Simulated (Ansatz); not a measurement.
# Ge2P+ (singlet): from Hartree-Fock to the top rungs, cc-pVTZ

One table from this session's results is given with a row withheld; the runs are named, their logs left out.

Method: cc-pVTZ, core rule «outside noble gas», up to 33 orbitals frozen; program: Ansatz 0.2.0, Gaussian basis.

Plan: UHF; CCSD(T) on RHF; BCCD(T) on RHF; CCSDT(Q) on RHF; CASSCF and NEVPT2, 12 electrons in 12 orbitals.

2 further runs of the same task are left out: 2 set aside as unsound or not needed.

### The geometry

The geometry is a PBE0/def2-TZVP stationary point (not a proven minimum) of the parent state, kept for this charge and spin. No spin-orbit coupling is included. The filled d shell of Ge may be among the frozen orbitals whatever the setting's name suggests; the logs give the count.

3 atoms, charge 1, spin multiplicity 1.

Atoms are counted from 1 here; the program's logs count them from 0.

Bond lengths: Ge1–P2 2.173 Å, P2–Ge3 2.173 Å. Angles: Ge1–P2–Ge3 117.9°.

The first run:

in.yaml

```yaml
crystal:
  periodic: [false, false, false]
  atoms:
    - {symbol: Ge, position_ang: [0.000000, -0.197066, 1.861801]}
    - {symbol: P, position_ang: [0.000000, 0.924323, 0.000000]}
    - {symbol: Ge, position_ang: [0.000000, -0.197066, -1.861801]}
basis:
  gaussian: {orbitals: cc-pVTZ}
total_charge: 1
magnetization: {spin_polarized: true, initial_magnetization: 0}
hamiltonian: {xc: hf}
output: {orbitals: {seedname: orbitals}}
```

Command:

```console
$ ansatz run in.yaml --threads 1 --pin off --events-out ev --progress --plain --max-ram 4096MiB --backend cpu
```

Steps of the session up to this table: UHF; CCSD(T) on RHF; BCCD(T) on RHF; CCSDT(Q) on RHF; CASSCF and NEVPT2, 12 electrons in 12 orbitals.

One of the session's tables, all rows but one given; the rest of the session is left out.

| method | from RCCSDT(Q) (kcal/mol) |
| --- | --- |
| RHF | ? |
| RMP2 | +33.13 |
| RCCSD | +17.90 |
| RCCSD(T) | +2.53 |
| BCCD(T) | +2.31 |
| RCCSDT | +1.88 |
| RCCSDT(Q) | 0 |
| CASSCF valence | +138.40 |
| NEVPT2 valence | +29.94 |

**Question.** Estimate the row for RHF.

As computed: from RCCSDT(Q) (kcal/mol): +218.40. In the column «from RCCSDT(Q) (kcal/mol)» it is the highest.
